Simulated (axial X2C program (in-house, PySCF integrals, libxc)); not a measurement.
# All-electron X2C curves of AsSi⁻

Aim: find the lowest determinant of AsSi⁻, scan the bond at several levels and fit the constants, once spin-free and once with spin–orbit coupling.

Program: an in-house X2C program for linear molecules on PySCF integrals. Level of theory: all-electron X2C, As dyall-acv3z, Si dyall-av3z. These are calculated values, not measurements.

### 1 Input

Input file task.json:

```json
{"zs": [33, 14], "q": -1, "bas": ["dyall-acv3z", "dyall-av3z"], "levels": ["PBE0", "HF", "PBE"], "cc": true, "r0": 2.37, "thr": -2.0, "nmax": 90, "npts": 10, "nst": 2, "ntry": 6}
```

Keys: zs atomic numbers; q charge; bas basis sets; levels methods (HF also brings MP2); cc coupled cluster on or off; r0 starting distance in Å; thr threshold in hartree for freezing inner shells (an s shell follows its p shell); nmax most natural virtual spinors; npts points asked for on the curve; nst determinants followed; ntry starts of the search.

Started as:

```bash
python so2c.py task.json out
```

Spin-free means the one-electron spin-free X2C Hamiltonian; two-component (2c) means X2C with spin–orbit coupling and atomic mean-field two-electron Coulomb and Gaunt terms. Basis: As dyall-acv3z contracted to [10s10p7d5f1g], Si dyall-av3z contracted to [9s8p3d2f]; Gaussian nuclei, density fitting. Masses: As 74.922 u, Si 27.977 u.

Notation: σ, π±, δ± give the projection m of an orbital's angular momentum (0, ±1, ±2), α and β its spin, Λ and M_S the sums; ω is the projection of a spinor's total angular momentum and Ω the sum. Logs are in hartree.

The results follow Hamiltonian by Hamiltonian and level by level.

### 2 Which state to follow

PBE0 moves the distance from 2.370 Å to 2.104 Å and compares determinants there.

Spin-free determinants:

```
ΔE (eV)           state                              open shells
   0.00  M_S = 0, Λ = 0                             closed shell
   2.38  M_S = 1, Λ = 2  beyond closed shells: 2 × π+α, π+β, π-α
   2.38  M_S = 1, Λ = 0  beyond closed shells: π+α, π+β, 2 × π-α
   2.65  M_S = 0, Λ = 2  beyond closed shells: π+α, 2 × π+β, π-α
   3.36  M_S = 1, Λ = 1  beyond closed shells: σα, π+α, π+β, π-α
   3.38  M_S = 0, Λ = 1  beyond closed shells: σβ, π+α, π+β, π-α
   3.41  M_S = 1, Λ = 0             beyond closed shells: 2 × σα
```

Two-component determinants:

```csv
ΔE (eV),state,open shells
0.00,Ω = 0,closed shell
2.30,Ω = 1,"excess of +ω over −ω: ω = -1/2, ω = 3/2"
2.36,Ω = 3,excess of +ω over −ω: 2 × ω = 3/2
2.40,Ω = 1,excess of +ω over −ω: 2 × ω = 1/2
2.45,Ω = 1,"excess of +ω over −ω: ω = -1/2, ω = 3/2"
2.57,Ω = 2,"excess of +ω over −ω: ω = 1/2, ω = 3/2"
2.75,Ω = 2,"excess of +ω over −ω: ω = 1/2, ω = 3/2"
```

### 3 PBE0, spin-free

State followed: M_S = 0, Λ = 0 (closed shell). The scan is laid around 2.104 Å, a first estimate of the minimum, and this SCF restarts from the orbitals of the search.

Output at 2.104 Å:

```text
spin-free X2C-1e  PBE0
basis functions 181  fitting functions 1007  grid points 5076
iter        total energy     max residual
   1      -2550.604932560     9.79e-06
   2      -2550.604932536     2.80e-05
   3      -2550.604932564     3.08e-06
   4      -2550.604932564     6.64e-07
converged
one-electron -3791.34833699  Coulomb 1229.66897376  exact exchange -25.78594403  xc functional -79.33728284  nuclear repulsion 116.19765753
```

Along the bond, energies from the lowest point:

```csv
R (Å),E (eV),μ (D),HOMO (eV),LUMO (eV),iterations
1.831,1.2373,-1.95,-0.86,2.95,12
1.915,0.5185,-1.91,-0.97,2.93,12
1.978,0.2067,-1.87,-1.05,2.92,11
2.041,0.0448,-1.83,-1.11,2.91,11
2.104,0.0000,-1.79,-1.05,2.89,4
2.178,0.0609,-1.74,-0.97,2.88,12
2.251,0.2129,-1.69,-0.89,2.80,12
2.346,0.5020,-1.62,-0.81,2.63,12
2.462,0.9452,-1.56,-0.73,2.42,12
2.630,1.6740,-1.48,-0.64,2.12,12
```

Dipoles are positive if Si is the positive end and refer to the centre of mass.

Outer orbitals at the reference distance:

```csv
symmetry,occupied,ε (eV),atomic character
σα,yes,-11.15,"55% As s, 19% Si s, 12% Si p"
σα,yes,-5.56,"41% Si s, 28% As p, 14% As s"
σα,yes,-1.17,"41% Si p, 37% As p, 11% Si s"
π+α,yes,-1.05,"54% As p, 35% Si p, 5% Si d"
π-α,yes,-1.05,"54% As p, 35% Si p, 5% Si d"
σα,no,2.89,"60% Si p, 25% As p, 11% Si s"
π-α,no,3.03,"55% Si p, 17% Si d, 14% As p"
π+α,no,3.03,"55% Si p, 17% Si d, 14% As p"
σα,no,3.36,"52% Si s, 30% Si p, 13% As p"
```

PBE0 fields in the half plane through the axis: z from -2.4 to 4.5 Å across, distance from the axis 0.15 to 2.25 Å upwards; As lies at z = 0 and Si at z = 2.104 Å; the ELF is damped to zero where the density is low.

log10 density (e/bohr³). Ten even steps from '0' (-3.94 ) to '9' (1.40 ):
```
000111222222222221111000
001122222222222222221100
011223333333333333222110
112233344444444433332211
112334444444444444433221
122344555555555554443321
123345567655556665443321
123445689865557975544322
```

ELF. Ten even steps from ' ' (0.00 ) to '@' (0.98 ):
```
        ..::::--------------::::::::::::..      
    ..::--========++++++====----========--::..  
  ..::--++++************++++++++****####**++--..
  ::==++**########**************##%%%%%%%%##++::
..--++##%%%%%%******######******%%@@@@@@@@%%##==
::==**%%%%%%**::..::++####**::..--%%@@@@@@@@%%**
--++##%%%%##::--++--::**%%::..++..::@@@@@@@@@@##
--**##%%%%**::##::##..++##  %%++%%  %%@@@@@@@@##
```

Re = 2.101 Å, ωe = 554 cm⁻¹, ωexe = 1.4 cm⁻¹, Be = 0.1875 cm⁻¹, De = 4.58 eV, μ = -1.79 D.

### 4 HF, spin-free

The SCF at the reference distance of 2.104 Å:

```text
spin-free X2C-1e  HF
basis functions 181  fitting functions 1007  grid points 5076
iter        total energy     max residual
   1      -2548.625481818     2.36e-01
   2      -2548.649481320     7.43e-03
   3      -2548.650236795     5.36e-03
   4      -2548.650537280     1.08e-03
   5      -2548.650589195     1.98e-04
   6      -2548.650596667     1.37e-04
   7      -2548.650597610     3.45e-05
   8      -2548.650597813     1.92e-05
   9      -2548.650597839     2.95e-06
  10      -2548.650597840     2.98e-06
converged
one-electron -3791.11240171  Coulomb 1229.51543410  exact exchange -103.25128776  xc functional 0.00000000  nuclear repulsion 116.19765753
```

Re = 2.079 Å, ωe = 599 cm⁻¹, ωexe = 1.29 cm⁻¹, Be = 0.1915 cm⁻¹, De = 1.88 eV, μ = -1.32 D.

### 5 PBE, spin-free

The SCF at the reference distance of 2.104 Å:

```text
spin-free X2C-1e  PBE
basis functions 181  fitting functions 1007  grid points 5076
iter        total energy     max residual
   1      -2550.555149975     7.87e-02
   2      -2550.557527411     6.99e-03
   3      -2550.539509816     2.31e-02
   4      -2550.555937599     9.63e-03
   5      -2550.558709188     3.48e-04
   6      -2550.558713389     1.56e-04
   7      -2550.558714610     5.57e-05
   8      -2550.558714700     1.03e-05
   9      -2550.558714705     1.05e-06
  10      -2550.558714705     2.53e-07
converged
one-electron -3790.92198240  Coulomb 1229.20468674  exact exchange 0.00000000  xc functional -105.03907658  nuclear repulsion 116.19765753
```

Re = 2.128 Å, ωe = 519 cm⁻¹, ωexe = 1.47 cm⁻¹, Be = 0.1827 cm⁻¹, De = 4.89 eV, μ = -1.94 D.

### 6 MP2 and beyond, spin-free

Correlated methods: 10 electrons correlated (frozen shells, counted by type: As 3 s, 2 p, 1 d; Si 2 s, 1 p), 266 virtual spinors in MP2, 88 natural virtuals in coupled cluster.

Output of the correlated part at 2.104 Å:

```text
correlated 10  virtual 266  natural virtual 88  E(MP2) -0.251761977  MP2 remainder -0.009549647
iter   CCSD correlation   residual
   1     -0.245844190   1.66e-01
   2     -0.254887445   6.90e-02
   3     -0.257687987   2.92e-02
   4     -0.257812544   9.53e-03
   5     -0.257871517   3.79e-03
   6     -0.257864261   1.02e-03
   7     -0.257864872   3.06e-04
   8     -0.257867493   1.04e-04
   9     -0.257866361   3.84e-05
  10     -0.257866675   1.13e-05
  11     -0.257866441   3.80e-06
  12     -0.257866450   1.32e-06
(T) -0.019247032  T1 0.0304  D1 0.0427  max T2 0.091
```

T1 in the output is the amplitude norm over the root of the electron number; divide by √2 for the Lee–Taylor value.

MP2: Re = 2.139 Å, ωe = 509 cm⁻¹, Be = 0.1809 cm⁻¹, De = 4.64 eV.

CCSD: Re = 2.117 Å, ωe = 546 cm⁻¹, ωexe = 1.45 cm⁻¹, Be = 0.1847 cm⁻¹, De = 4.25 eV. T1 at Re = 0.022 (Lee–Taylor, the printed value over √2).

CCSD(T): Re = 2.135 Å, ωe = 520 cm⁻¹, ωexe = 1.62 cm⁻¹, Be = 0.1816 cm⁻¹, De = 4.57 eV. T1 at Re = 0.022 (Lee–Taylor, the printed value over √2).

### 7 A higher determinant, spin-free

State: M_S = 1, Λ = 2 (beyond closed shells: 2 × π+α, π+β, π-α).

Output at the reference distance:

```text
spin-free X2C-1e  PBE0
basis functions 181  fitting functions 1007  grid points 5076
iter        total energy     max residual
   1      -2550.517467343     1.48e-05
   2      -2550.517467352     1.01e-05
   3      -2550.517467355     7.70e-06
   4      -2550.517467357     3.06e-06
   5      -2550.517467358     1.17e-06
converged
one-electron -3790.41319097  Coulomb 1228.83497711  exact exchange -25.79556096  xc functional -79.34135006  nuclear repulsion 116.19765753
```

```
R (Å)  E above the lowest PBE0 point (eV)
1.831                               4.680
1.915                               3.615
1.978                               3.054
2.041                               2.653
2.104                               2.380
2.178                               2.188
2.251                               2.100
2.346                               2.103
2.462                               2.227
```

Re = 2.295 Å, ωe = 407 cm⁻¹, ωexe = 1.37 cm⁻¹, Be = 0.1571 cm⁻¹, μ = -2.99 D. Te = 2.09 eV.

### 8 The spin-free curves together

Energy (eV) of the followed determinant, spin-free, from each level's lowest point:

```csv
R (Å),PBE0,HF,MP2,CCSD,CCSD(T),PBE
1.831,1.237,1.156,1.465,n/a,n/a,1.376
1.915,0.518,0.444,0.672,0.607,0.670,0.620
1.978,0.207,0.149,0.308,0.261,0.304,0.276
2.041,0.045,0.012,0.095,0.070,0.092,0.081
2.104,0.000,0.000,0.000,0.000,0.000,0.000
2.178,0.061,0.107,0.001,0.036,0.007,0.017
2.251,0.213,0.313,0.092,0.167,0.107,0.123
2.346,0.502,0.679,0.296,0.432,0.328,0.352
2.462,0.945,1.226,0.627,n/a,n/a,0.720
2.630,1.674,2.117,1.176,n/a,n/a,1.338
```

### 9 PBE0, 2c

State followed: Ω = 0 (closed shell). The scan is laid around 2.104 Å, a first estimate of the minimum, and this SCF restarts from the orbitals of the search.

The SCF at the reference distance of 2.104 Å:

```text
two-component X2C + atomic mean field  PBE0
basis functions 181  fitting functions 1007  grid points 5076
iter        total energy     max residual
   1      -2549.824627325     1.90e-05
   2      -2549.824627326     2.79e-05
   3      -2549.824627345     4.87e-06
   4      -2549.824627347     3.49e-06
converged
one-electron -3789.31998172  Coulomb 1229.22380054  exact exchange -25.77632806  xc functional -79.30793869  nuclear repulsion 116.19765753  atomic mean-field constant -0.84183694
```

Along the bond, energies from the lowest point:

| R (Å) | E (eV) | μ (D) | HOMO (eV) | LUMO (eV) | iterations |
| --- | --- | --- | --- | --- | --- |
| 1.831 | 1.2399 | -1.96 | -0.85 | 3.02 | 12 |
| 1.915 | 0.5203 | -1.92 | -0.96 | 3.00 | 12 |
| 1.978 | 0.2079 | -1.88 | -1.03 | 2.99 | 11 |
| 2.041 | 0.0455 | -1.84 | -1.08 | 2.97 | 11 |
| 2.104 | 0.0000 | -1.80 | -1.00 | 2.95 | 4 |
| 2.178 | 0.0602 | -1.75 | -0.91 | 2.90 | 12 |
| 2.251 | 0.2113 | -1.70 | -0.84 | 2.78 | 12 |
| 2.346 | 0.4992 | -1.64 | -0.76 | 2.61 | 13 |
| 2.462 | 0.9407 | -1.57 | -0.68 | 2.40 | 13 |
| 2.630 | 1.6664 | -1.50 | -0.59 | 2.10 | 15 |

Dipoles are positive if Si is the positive end and refer to the centre of mass.

Outer spinors at the reference distance:

```csv
ω,occupied,ε (eV),atomic character,λ mixture
1/2,yes,-11.16,"55% As s, 19% Si s, 12% Si p",100% σ
1/2,yes,-5.56,"41% Si s, 28% As p, 14% As s",100% σ
1/2,yes,-1.21,"43% As p, 38% Si p, 8% Si s","71% σ, 29% π"
1/2,yes,-1.06,"49% As p, 37% Si p, 4% Si d","71% π, 29% σ"
3/2,yes,-1.00,"53% As p, 36% Si p, 5% Si d",100% π
1/2,no,2.95,"67% Si p, 24% As p, 6% Si s",100% σ
1/2,no,3.01,"55% Si p, 17% Si d, 13% As p",100% π
3/2,no,3.05,"55% Si p, 17% Si d, 14% As p",100% π
1/2,no,3.39,"51% Si s, 24% Si p, 18% As p",100% σ
```

PBE0 fields in the half plane through the axis: z from -2.4 to 4.5 Å across, distance from the axis 0.15 to 2.25 Å upwards; As lies at z = 0 and Si at z = 2.104 Å; the ELF is damped to zero where the density is low.

log10 density (e/bohr³). Ten even steps from '0' (-3.94 ) to '9' (1.40 ):
```
000111222222222221111000
001122222222222222221100
011223333333333333222110
112233344444444433332211
112334444444444444433221
122344555555555554443321
123345567655556665443321
123445689865557975544322
```

ELF. Ten even steps from '0' (0.00 ) to '9' (0.97 ):
```
000012233333332222221000
001234444555443344443210
012355666666555566776531
024567777666666678888752
135788866677766689999874
246888621257762138999986
357887235326821512999997
367886272716708580899997
```

Re = 2.101 Å, ωe = 553 cm⁻¹, ωexe = 1.4 cm⁻¹, Be = 0.1874 cm⁻¹, De = 4.57 eV, μ = -1.80 D.

### 10 HF, 2c

Output at 2.104 Å:

```text
two-component X2C + atomic mean field  HF
basis functions 181  fitting functions 1007  grid points 5076
iter        total energy     max residual
   1      -2547.845672842     2.37e-01
   2      -2547.869652163     7.45e-03
   3      -2547.870409964     5.35e-03
   4      -2547.870709090     1.08e-03
   5      -2547.870762322     2.71e-04
   6      -2547.870771052     1.35e-04
   7      -2547.870772611     1.07e-04
   8      -2547.870773363     5.49e-05
   9      -2547.870773774     3.61e-05
  10      -2547.870773945     2.77e-05
  11      -2547.870774054     8.50e-06
  12      -2547.870774073     1.60e-06
  13      -2547.870774073     5.60e-07
converged
one-electron -3789.08348400  Coulomb 1229.06967327  exact exchange -103.21278393  xc functional 0.00000000  nuclear repulsion 116.19765753  atomic mean-field constant -0.84183694
```

No constants are quoted: the solution changes its character somewhere along the scan, so the fit is set aside.

### 11 PBE, 2c

Output at 2.104 Å:

```text
two-component X2C + atomic mean field  PBE
basis functions 181  fitting functions 1007  grid points 5076
iter        total energy     max residual
   1      -2549.774682748     7.89e-02
   2      -2549.777065267     6.98e-03
   3      -2549.759223524     2.30e-02
   4      -2549.775480757     9.61e-03
   5      -2549.778239947     3.49e-04
   6      -2549.778244171     1.55e-04
   7      -2549.778245367     5.60e-05
   8      -2549.778245458     1.03e-05
   9      -2549.778245463     1.04e-06
  10      -2549.778245463     2.51e-07
converged
one-electron -3788.89328081  Coulomb 1228.75915776  exact exchange 0.00000000  xc functional -104.99994300  nuclear repulsion 116.19765753  atomic mean-field constant -0.84183694
```

Re = 2.129 Å, ωe = 518 cm⁻¹, ωexe = 1.47 cm⁻¹, Be = 0.1827 cm⁻¹, De = 4.88 eV, μ = -1.95 D.

### 12 Correlated methods, 2c

Correlated methods: 10 electrons correlated (frozen shells, counted by type: As 3 s, 2 p, 1 d; Si 2 s, 1 p), 266 virtual spinors in MP2, 90 natural virtuals in coupled cluster.

Output of the correlated part at 2.104 Å:

```text
correlated 10  virtual 266  natural virtual 90  E(MP2) -0.251517656  MP2 remainder -0.009015456
iter   CCSD correlation   residual
   1     -0.246088128   1.65e-01
   2     -0.255098356   6.89e-02
   3     -0.257889981   2.92e-02
   4     -0.258018102   9.61e-03
   5     -0.258078652   3.87e-03
   6     -0.258071592   1.11e-03
   7     -0.258072651   3.93e-04
   8     -0.258076283   1.74e-04
   9     -0.258074441   8.51e-05
  10     -0.258075305   3.54e-05
  11     -0.258074680   1.47e-05
  12     -0.258074797   6.27e-06
  13     -0.258074798   2.38e-06
(T) -0.019325219  T1 0.0306  D1 0.0475  max T2 0.090
```

MP2: No constants are quoted: the reference changes its character somewhere along the scan, so the fit is set aside.

CCSD: No constants are quoted: the reference changes its character somewhere along the scan, so the fit is set aside.

CCSD(T): No constants are quoted: the reference changes its character somewhere along the scan, so the fit is set aside.

### 13 A higher determinant, 2c

State: Ω = 1 (excess of +ω over −ω: ω = -1/2, ω = 3/2).

Output at the reference distance:

```text
two-component X2C + atomic mean field  PBE0
basis functions 181  fitting functions 1007  grid points 5076
iter        total energy     max residual
   1      -2549.740082197     9.20e-06
   2      -2549.740082198     9.36e-06
converged
one-electron -3788.44370272  Coulomb 1228.44731345  exact exchange -25.78627764  xc functional -79.31323589  nuclear repulsion 116.19765753  atomic mean-field constant -0.84183694
```

```
R (Å)  E above the lowest PBE0 point (eV)
1.831                               4.602
1.915                               3.536
1.978                               2.975
2.041                               2.574
2.104                               2.301
2.178                               2.108
2.251                               2.020
2.346                               2.022
2.462                               2.145
```

Re = 2.296 Å, ωe = 406 cm⁻¹, ωexe = 1.38 cm⁻¹, Be = 0.157 cm⁻¹, μ = -3.00 D. Te = 2.01 eV.

### 14 The 2c curves together

Energy (eV) of the followed determinant, 2c, from each level's lowest point:

| R (Å) | PBE0 | HF (jumps) | MP2 (its reference jumps) | CCSD (its reference jumps) | CCSD(T) (its reference jumps) | PBE |
| --- | --- | --- | --- | --- | --- | --- |
| 1.831 | 1.240 | 1.161 | 1.466 | n/a | n/a | 1.378 |
| 1.915 | 0.520 | 0.447 | 0.672 | 0.608 | 0.671 | 0.621 |
| 1.978 | 0.208 | 0.151 | 0.307 | 0.262 | 0.305 | 0.277 |
| 2.041 | 0.045 | 0.013 | 0.095 | 0.070 | 0.093 | 0.081 |
| 2.104 | 0.000 | 0.000 | 0.000 | 0.000 | 0.000 | 0.000 |
| 2.178 | 0.060 | 0.105 | 0.003 | 0.035 | 0.007 | 0.016 |
| 2.251 | 0.211 | 0.309 | 0.097 | 0.165 | 0.106 | 0.122 |
| 2.346 | 0.499 | 0.671 | 0.319 | 0.429 | 0.328 | 0.350 |
| 2.462 | 0.941 | 1.201 | 0.795 | n/a | n/a | 0.716 |
| 2.630 | 1.666 | 1.971 | 1.940 | n/a | n/a | 1.333 |

The whole job took 94 s on 1 thread of Arm Neoverse V2, shared host.

### 15 What came out

Lowest determinant that the search found at its distance, spin-free: M_S = 0, Λ = 0 (closed shell).

Lowest determinant that the search found at its distance, 2c: Ω = 0 (closed shell).

| Hamiltonian | level | Re (Å) | ωe (cm⁻¹) | De (eV) | μ (D) |
| --- | --- | --- | --- | --- | --- |
| spin-free | PBE0 | 2.101 | 554 | 4.58 | -1.79 |
| spin-free | HF | 2.079 | 599 | 1.88 | -1.32 |
| spin-free | MP2 | 2.139 | 509 | 4.64 | n/a |
| spin-free | CCSD | 2.117 | 546 | 4.25 | n/a |
| spin-free | CCSD(T) | 2.135 | 520 | 4.57 | n/a |
| spin-free | PBE | 2.128 | 519 | 4.89 | -1.94 |
| 2c | PBE0 | 2.101 | 553 | 4.57 | -1.80 |
| 2c | PBE | 2.129 | 518 | 4.88 | -1.95 |

Dipoles are positive if Si is the positive end and refer to the centre of mass. No constants: 2c HF (the solution changes its character somewhere along the scan, so the fit is set aside); 2c MP2 (the reference changes its character somewhere along the scan, so the fit is set aside); 2c CCSD (the reference changes its character somewhere along the scan, so the fit is set aside); 2c CCSD(T) (the reference changes its character somewhere along the scan, so the fit is set aside).

Time per point (s) on 1 thread of Arm Neoverse V2, shared host (2c runs); the times are rough: PBE0 0.32, PBE 0.22.

**Reading.** At PBE0, going from spin-free to two-component changes Re by 0 mÅ, ωe by -0.1 %, which is small (part of it comes from the scalar share of the two-electron terms). De moves by -0.01 eV; both De rest on single-determinant atoms, which can miss part of an open shell's spin–orbit lowering.

De refers to As + Si-, each in the lowest determinant found, which need not be this curve's own limit. The state is a single determinant with fixed occupations, the lowest that a limited PBE0 search found. The closed shell is kept restricted; where the fragments are open shells, the energy then runs too high at long range. Dissociation energies refer to the lowest single-determinant-based atoms at the same level and basis. CCSD and (T) use frozen natural virtuals with an MP2 correction for the truncation. T1 at Re is 0.022 (Lee–Taylor), above the customary mark of 0.02.
